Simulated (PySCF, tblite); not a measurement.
**C4H9ClGeSi: geometry, infrared bands and NMR shifts**

Wanted: the infrared bands and NMR shifts of C4H9ClGeSi (`CC#[C][GeH2][C@H]([SiH3])Cl`), by calculation.

The runs use tblite 0.8.0 and PySCF 2.14.0, with density-fitted response routines of our own; the level of theory stands in each step. All values are computed, except where a source is named. Atoms count from 0, in the outputs and in this text.

### 1 The starting structure

16 atoms, charge 0, multiplicity 1; geometry from: force field or distance geometry start.

Bonds of the start (Å): C0–C1 1.48, C1–C2 1.22, C2–Ge3 1.89, Ge3–C4 1.91, C4–Si5 1.85, C4–Cl6 1.77, C0–H7 1.12, C0–H8 1.11, C0–H9 1.10, Ge3–H10 1.57, Ge3–H11 1.55, C4–H12 1.13, Si5–H13 1.46, Si5–H14 1.48, Si5–H15 1.49.

### 2 Optimising the geometry with GFN2-xTB

What the job is given:

```
{"job": {"kind": "relax", "xc": "GFN2-xTB", "basis": "xTB"}, "charge": 0, "multiplicity": 1}
C      2.959100     0.486300    -1.351700
C      1.860900    -0.133300    -0.581100
C      0.990700    -0.671600     0.086900
Ge    -0.393000    -1.508100     1.070300
C     -1.806700    -0.262700     1.366900
Si    -1.957100     1.080700     0.103300
Cl    -1.694200     0.437900     2.989000
H      3.292100    -0.199400    -2.170000
H      3.859900     0.640600    -0.729200
H      2.546400     1.403200    -1.788900
H      0.158400    -1.904600     2.488600
H     -0.818400    -2.848200     0.411500
H     -2.776200    -0.841900     1.323100
H     -0.759600     1.311200    -0.701500
H     -3.051800     0.729300    -0.832800
H     -2.418000     2.289600     0.843100
```

On the command line:

```console
$ OMP_NUM_THREADS=1 python probes_run.py task.json out
```

This one command runs all jobs of the session in turn.

**Question.** This job is followed by: GFN2-xTB harmonic vibrations, gas phase; GIAO PBE0/pcSseg-1 NMR shielding, non-relativistic, gas phase. What will the session give for the following? strongest single infrared mode (GFN2-xTB); zero-point energy (GFN2-xTB); ¹³C shifts against TMS (PBE0/pcSseg-1); ¹H shifts against TMS (PBE0/pcSseg-1, means over atoms taken as alike); ⁷³Ge shifts against GeMe4 (PBE0/pcSseg-1); ²⁹Si shifts against TMS (PBE0/pcSseg-1); ³⁵Cl shifts against HCl (PBE0/pcSseg-1); surface potential, 1st and 99th percentile.

The runs gave:

| quantity | value |
| --- | --- |
| strongest single infrared mode (GFN2-xTB) | 1991 cm⁻¹, 447 km/mol |
| zero-point energy (GFN2-xTB) | 63.8 kcal/mol |
| ¹³C shifts against TMS (PBE0/pcSseg-1) | 115.5, 78.6, 28.8, 6.1 ppm |
| ¹H shifts against TMS (PBE0/pcSseg-1, means over atoms taken as alike) | 4.57, 4.53, 4.16, 2.89, 2.10 ppm |
| ⁷³Ge shifts against GeMe4 (PBE0/pcSseg-1) | -165 ppm |
| ²⁹Si shifts against TMS (PBE0/pcSseg-1) | -65.1 ppm |
| ³⁵Cl shifts against HCl (PBE0/pcSseg-1) | 78 ppm |
| surface potential, 1st and 99th percentile | -0.99 V and 1.14 V |

**Reading.** Relaxing lowered the energy by 0.451 eV in 127 steps; the close pair that moved most is Ge3–C4, from 1.907 to 1.979 Å. No mode is imaginary among the 42: a minimum at this level. The strongest single mode, at 1991 cm⁻¹, moves mainly H10. GFN2-xTB is a fitted tight-binding method: band positions and strengths are rough. Its intensities can rank the bands wrongly. At PBE0/pcSseg-1: The largest span, 330 ppm, is at Cl6, where the paramagnetic term is -276 ppm. Spin-orbit coupling is left out, which matters for shieldings and couplings at and beside the heavy atoms.
